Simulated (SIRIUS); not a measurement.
Here is a SIRIUS 7.12.0 calculation.

File sirius.json:

```json
{
  "control": {
    "processing_unit": "cpu",
    "std_evp_solver_name": "lapack",
    "gen_evp_solver_name": "lapack",
    "verbosity": 2,
    "print_forces": true,
    "ortho_rf": true,
    "use_second_variation": true,
    "rmt_max": 3.0,
    "num_bands_to_print": 24,
    "save_wf": true
  },
  "parameters": {
    "electronic_structure_method": "full_potential_lapwlo",
    "xc_functionals": ["XC_LDA_X", "XC_LDA_C_PW"],
    "core_relativity": "dirac",
    "valence_relativity": "iora",
    "num_fv_states": 81,
    "smearing": "fermi_dirac",
    "smearing_width": 0.0018374661,
    "pw_cutoff": 20,
    "gk_cutoff": 3.4,
    "lmax_apw": 11,
    "lmax_rho": 8,
    "lmax_pot": 8,
    "num_mag_dims": 0,
    "auto_rmt": 0,
    "ngridk": [7, 7, 7],
    "shiftk": [0, 0, 0],
    "num_dft_iter": 80,
    "energy_tol": 1e-07,
    "density_tol": 1e-05,
    "use_symmetry": true
  },
  "settings": {"tol_ne": 1e-10},
  "iterative_solver": {"type": "exact"},
  "mixer": {"type": "anderson", "beta": 0.5, "max_history": 8},
  "unit_cell": {
    "lattice_vectors": [
      [4.1441693913, 2.3926373136, 19.2103258743],
      [-4.1441693913, 2.3926373136, 19.2103258743],
      [0.0, -4.7852746273, 19.2103258743]
    ],
    "atom_types": ["Bi", "Te"],
    "atom_files": {"Bi": "Bi.json", "Te": "Te.json"},
    "atoms": {
      "Bi": [[0.6, 0.6, 0.6], [0.4, 0.4, 0.4]],
      "Te": [[0.7905, 0.7905, 0.7905], [0.2095, 0.2095, 0.2095], [0.0, 0.0, 0.0]]
    }
  }
}
```

Contents of Bi.json:

```json
{
  "name": "bismuth",
  "symbol": "Bi",
  "number": 83,
  "mass": 208.9804,
  "rmin": 1e-06,
  "rmt": 2.65,
  "nrmt": 800,
  "rinf": 15.61,
  "core": "1s2s2p3s3p3d4s4p4d5s",
  "valence": [
    {"basis": [{"enu": 0.0, "dme": 0, "n": 0, "auto": 0}, {"enu": 0.0, "dme": 1, "n": 0, "auto": 0}]},
    {"l": 0, "n": 1, "basis": [{"enu": -0.0324, "dme": 0, "n": 0, "auto": 0}]},
    {"l": 1, "n": 2, "basis": [{"enu": 0.1, "dme": 0, "n": 0, "auto": 0}]},
    {"l": 2, "n": 3, "basis": [{"enu": 0.1, "dme": 0, "n": 0, "auto": 0}]},
    {"l": 3, "n": 4, "basis": [{"enu": 0.1, "dme": 0, "n": 0, "auto": 0}]},
    {"l": 4, "n": 5, "basis": [{"enu": 0.1, "dme": 0, "n": 0, "auto": 0}]}
  ],
  "lo": [
    {
      "l": 0,
      "basis": [{"enu": -0.0324, "dme": 0, "n": 0, "auto": 0}, {"enu": -0.0324, "dme": 1, "n": 0, "auto": 0}]
    },
    {
      "l": 0,
      "basis": [{"enu": -0.0324, "dme": 1, "n": 0, "auto": 0}, {"enu": -0.0324, "dme": 2, "n": 0, "auto": 0}]
    },
    {
      "l": 0,
      "basis": [{"enu": -0.0324, "dme": 0, "n": 0, "auto": 0}, {"enu": 1.6764, "dme": 0, "n": 0, "auto": 0}]
    },
    {"l": 1, "basis": [{"enu": 0.1, "dme": 0, "n": 0, "auto": 0}, {"enu": 0.1, "dme": 1, "n": 0, "auto": 0}]},
    {
      "l": 1,
      "basis": [{"enu": -3.2423, "dme": 0, "n": 5, "auto": 1}, {"enu": -3.2423, "dme": 1, "n": 5, "auto": 1}]
    },
    {"l": 1, "basis": [{"enu": -3.2423, "dme": 1, "n": 5, "auto": 1}, {"enu": 0.1, "dme": 0, "n": 0, "auto": 0}]},
    {"l": 1, "basis": [{"enu": 0.1, "dme": 0, "n": 0, "auto": 0}, {"enu": 2.7201, "dme": 0, "n": 0, "auto": 0}]},
    {"l": 2, "basis": [{"enu": 0.1, "dme": 0, "n": 0, "auto": 0}, {"enu": 0.1, "dme": 1, "n": 0, "auto": 0}]},
    {
      "l": 2,
      "basis": [{"enu": -0.7265, "dme": 0, "n": 5, "auto": 1}, {"enu": -0.7265, "dme": 1, "n": 5, "auto": 1}]
    },
    {"l": 2, "basis": [{"enu": -0.7265, "dme": 1, "n": 5, "auto": 1}, {"enu": 0.1, "dme": 0, "n": 0, "auto": 0}]},
    {"l": 2, "basis": [{"enu": 0.1, "dme": 0, "n": 0, "auto": 0}, {"enu": 3.0619, "dme": 0, "n": 0, "auto": 0}]},
    {"l": 3, "basis": [{"enu": 0.1, "dme": 0, "n": 0, "auto": 0}, {"enu": 0.1, "dme": 1, "n": 0, "auto": 0}]},
    {
      "l": 3,
      "basis": [{"enu": -5.3629, "dme": 0, "n": 4, "auto": 1}, {"enu": -5.3629, "dme": 1, "n": 4, "auto": 1}]
    },
    {"l": 3, "basis": [{"enu": -5.3629, "dme": 1, "n": 4, "auto": 1}, {"enu": 0.1, "dme": 0, "n": 0, "auto": 0}]},
    {"l": 3, "basis": [{"enu": 0.1, "dme": 0, "n": 0, "auto": 0}, {"enu": 3.4037, "dme": 0, "n": 0, "auto": 0}]},
    {"l": 4, "basis": [{"enu": 0.1, "dme": 0, "n": 0, "auto": 0}, {"enu": 0.1, "dme": 1, "n": 0, "auto": 0}]},
    {"l": 4, "basis": [{"enu": 0.1, "dme": 0, "n": 0, "auto": 0}, {"enu": 2.8341, "dme": 0, "n": 0, "auto": 0}]}
  ],
  "free_atom": [... radial grid and density of the free atom, the start of the SCF ...]
}
```

The input Te.json:

```json
{
  "name": "tellurium",
  "symbol": "Te",
  "number": 52,
  "mass": 127.6,
  "rmin": 1e-06,
  "rmt": 2.54,
  "nrmt": 800,
  "rinf": 14.28,
  "core": "1s2s2p3s3p3d",
  "valence": [
    {"basis": [{"enu": 0.0, "dme": 0, "n": 0, "auto": 0}, {"enu": 0.0, "dme": 1, "n": 0, "auto": 0}]},
    {"l": 0, "n": 1, "basis": [{"enu": -0.0191, "dme": 0, "n": 0, "auto": 0}]},
    {"l": 1, "n": 2, "basis": [{"enu": 0.1, "dme": 0, "n": 0, "auto": 0}]},
    {"l": 2, "n": 3, "basis": [{"enu": 0.1, "dme": 0, "n": 0, "auto": 0}]},
    {"l": 3, "n": 4, "basis": [{"enu": 0.1, "dme": 0, "n": 0, "auto": 0}]}
  ],
  "lo": [
    {
      "l": 0,
      "basis": [{"enu": -0.0191, "dme": 0, "n": 0, "auto": 0}, {"enu": -0.0191, "dme": 1, "n": 0, "auto": 0}]
    },
    {
      "l": 0,
      "basis": [{"enu": -5.6839, "dme": 0, "n": 4, "auto": 1}, {"enu": -5.6839, "dme": 1, "n": 4, "auto": 1}]
    },
    {
      "l": 0,
      "basis": [{"enu": -5.6839, "dme": 1, "n": 4, "auto": 1}, {"enu": -0.0191, "dme": 0, "n": 0, "auto": 0}]
    },
    {
      "l": 0,
      "basis": [{"enu": -0.0191, "dme": 0, "n": 0, "auto": 0}, {"enu": 2.4609, "dme": 0, "n": 0, "auto": 0}]
    },
    {"l": 1, "basis": [{"enu": 0.1, "dme": 0, "n": 0, "auto": 0}, {"enu": 0.1, "dme": 1, "n": 0, "auto": 0}]},
    {
      "l": 1,
      "basis": [{"enu": -3.866, "dme": 0, "n": 4, "auto": 1}, {"enu": -3.866, "dme": 1, "n": 4, "auto": 1}]
    },
    {"l": 1, "basis": [{"enu": -3.866, "dme": 1, "n": 4, "auto": 1}, {"enu": 0.1, "dme": 0, "n": 0, "auto": 0}]},
    {"l": 1, "basis": [{"enu": 0.1, "dme": 0, "n": 0, "auto": 0}, {"enu": 2.952, "dme": 0, "n": 0, "auto": 0}]},
    {"l": 2, "basis": [{"enu": 0.1, "dme": 0, "n": 0, "auto": 0}, {"enu": 0.1, "dme": 1, "n": 0, "auto": 0}]},
    {
      "l": 2,
      "basis": [{"enu": -1.2102, "dme": 0, "n": 4, "auto": 1}, {"enu": -1.2102, "dme": 1, "n": 4, "auto": 1}]
    },
    {"l": 2, "basis": [{"enu": -1.2102, "dme": 1, "n": 4, "auto": 1}, {"enu": 0.1, "dme": 0, "n": 0, "auto": 0}]},
    {"l": 2, "basis": [{"enu": 0.1, "dme": 0, "n": 0, "auto": 0}, {"enu": 3.324, "dme": 0, "n": 0, "auto": 0}]},
    {"l": 3, "basis": [{"enu": 0.1, "dme": 0, "n": 0, "auto": 0}, {"enu": 0.1, "dme": 1, "n": 0, "auto": 0}]},
    {"l": 3, "basis": [{"enu": 0.1, "dme": 0, "n": 0, "auto": 0}, {"enu": 2.797, "dme": 0, "n": 0, "auto": 0}]}
  ],
  "free_atom": [... radial grid and density of the free atom, the start of the SCF ...]
}
```

sirius_start.json

```json
{
  "control": {
    "processing_unit": "cpu",
    "std_evp_solver_name": "lapack",
    "gen_evp_solver_name": "lapack",
    "verbosity": 1,
    "print_forces": false,
    "ortho_rf": true,
    "use_second_variation": true,
    "rmt_max": 3.0,
    "num_bands_to_print": 24,
    "save_wf": false
  },
  "parameters": {
    "electronic_structure_method": "full_potential_lapwlo",
    "xc_functionals": ["XC_LDA_X", "XC_LDA_C_PW"],
    "core_relativity": "dirac",
    "valence_relativity": "iora",
    "num_fv_states": 81,
    "smearing": "fermi_dirac",
    "smearing_width": 0.0055123983,
    "pw_cutoff": 20,
    "gk_cutoff": 2.72,
    "lmax_apw": 11,
    "lmax_rho": 8,
    "lmax_pot": 8,
    "num_mag_dims": 0,
    "auto_rmt": 0,
    "ngridk": [3, 3, 3],
    "shiftk": [0, 0, 0],
    "num_dft_iter": 30,
    "energy_tol": 0.01,
    "density_tol": 0.05,
    "use_symmetry": true
  },
  "settings": {"tol_ne": 1e-10},
  "iterative_solver": {"type": "exact"},
  "mixer": {"type": "anderson", "beta": 0.5, "max_history": 8},
  "unit_cell": {
    "lattice_vectors": [
      [4.1441693913, 2.3926373136, 19.2103258743],
      [-4.1441693913, 2.3926373136, 19.2103258743],
      [0.0, -4.7852746273, 19.2103258743]
    ],
    "atom_types": ["Bi", "Te"],
    "atom_files": {"Bi": "Bi.json", "Te": "Te.json"},
    "atoms": {
      "Bi": [[0.6, 0.6, 0.6], [0.4, 0.4, 0.4]],
      "Te": [[0.7905, 0.7905, 0.7905], [0.2095, 0.2095, 0.2095], [0.0, 0.0, 0.0]]
    }
  }
}
```

Contents of sirius_bands.json:

```json
{
  "control": {
    "processing_unit": "cpu",
    "std_evp_solver_name": "lapack",
    "gen_evp_solver_name": "lapack",
    "verbosity": 2,
    "print_forces": true,
    "ortho_rf": true,
    "use_second_variation": true,
    "rmt_max": 3.0,
    "num_bands_to_print": 24,
    "save_wf": true
  },
  "parameters": {
    "electronic_structure_method": "full_potential_lapwlo",
    "xc_functionals": ["XC_LDA_X", "XC_LDA_C_PW"],
    "core_relativity": "dirac",
    "valence_relativity": "iora",
    "num_fv_states": 81,
    "smearing": "fermi_dirac",
    "smearing_width": 0.0018374661,
    "pw_cutoff": 20,
    "gk_cutoff": 3.4,
    "lmax_apw": 11,
    "lmax_rho": 8,
    "lmax_pot": 8,
    "num_mag_dims": 0,
    "auto_rmt": 0,
    "ngridk": [7, 7, 7],
    "shiftk": [0, 0, 0],
    "num_dft_iter": 80,
    "energy_tol": 1e-07,
    "density_tol": 1e-05,
    "use_symmetry": true
  },
  "settings": {"tol_ne": 1e-10},
  "iterative_solver": {"type": "exact"},
  "mixer": {"type": "anderson", "beta": 0.5, "max_history": 8},
  "unit_cell": {
    "lattice_vectors": [
      [4.1441693913, 2.3926373136, 19.2103258743],
      [-4.1441693913, 2.3926373136, 19.2103258743],
      [0.0, -4.7852746273, 19.2103258743]
    ],
    "atom_types": ["Bi", "Te"],
    "atom_files": {"Bi": "Bi.json", "Te": "Te.json"},
    "atoms": {
      "Bi": [[0.6, 0.6, 0.6], [0.4, 0.4, 0.4]],
      "Te": [[0.7905, 0.7905, 0.7905], [0.2095, 0.2095, 0.2095], [0.0, 0.0, 0.0]]
    }
  },
  "kpoints_rel": {
    "G": [0.0, 0.0, 0.0],
    "B": [0.8229916075, 0.5, 0.1770083925],
    "B1": [0.5, 0.1770083925, -0.1770083925],
    "F": [0.5, 0.5, 0.0],
    "L": [0.5, 0.0, 0.0],
    "P": [0.8229916075, 0.3385041962, 0.3385041962],
    "P1": [0.6614958038, 0.6614958038, 0.1770083925],
    "Q": [0.6614958038, 0.3385041962, 0.0],
    "X": [0.3385041962, 0.0, -0.3385041962],
    "Z": [0.5, 0.5, 0.5]
  },
  "kpoints_path": ["G", "L", "B1"]
}
```

Potentials or basis: all-electron FP-LAPW, apw+lo standard.

The run is started by

```bash
$ OMP_NUM_THREADS=1 sirius.scf --input=sirius_start.json --output=start.json
$ OMP_NUM_THREADS=1 sirius.scf --input=sirius.json --output=output.json --task=1
$ OMP_NUM_THREADS=1 sirius.scf --input=sirius_bands.json --output=bands_out.json --task=2
```

What does it give for the band gap on the k mesh?

0.21 eV, direct.

Estimate the largest force.

0.185 eV/Å.

What does it give for the band gap along the path?

0.21 eV, direct.

Forces on the atoms (eV/Å):
```
Bi   0.000  0.000 -0.077
Bi   0.000  0.000  0.077
Te   0.000  0.000 -0.185
Te   0.000  0.000  0.185
Te   0.000  0.000  0.000
```

Caveat: spin-orbit coupling is left out, which as a rule narrows the gap of such compounds by several tenths of an eV.

**Measured values to compare with.**

From “Vacancy and Antisite-Induced Ferromagnetism in Liquid-Phase Exfoliated Bi2Te3”, 2024, arxiv:2412.10539, for a bulk crystal of Bi2Te3: band gap 0.17 eV.

Measured gap of Bi2Te3: 0.17 eV (quoted in “Vacancy and Antisite-Induced Ferromagnetism in Liquid-Phase Exfoliated Bi2Te3”, 2024, arxiv:2412.10539). This calculation gives 0.21 eV (+0.04 eV). Spin-orbit coupling on Bi, Te is left out. The value is that of LDA, without temperature or zero-point motion.
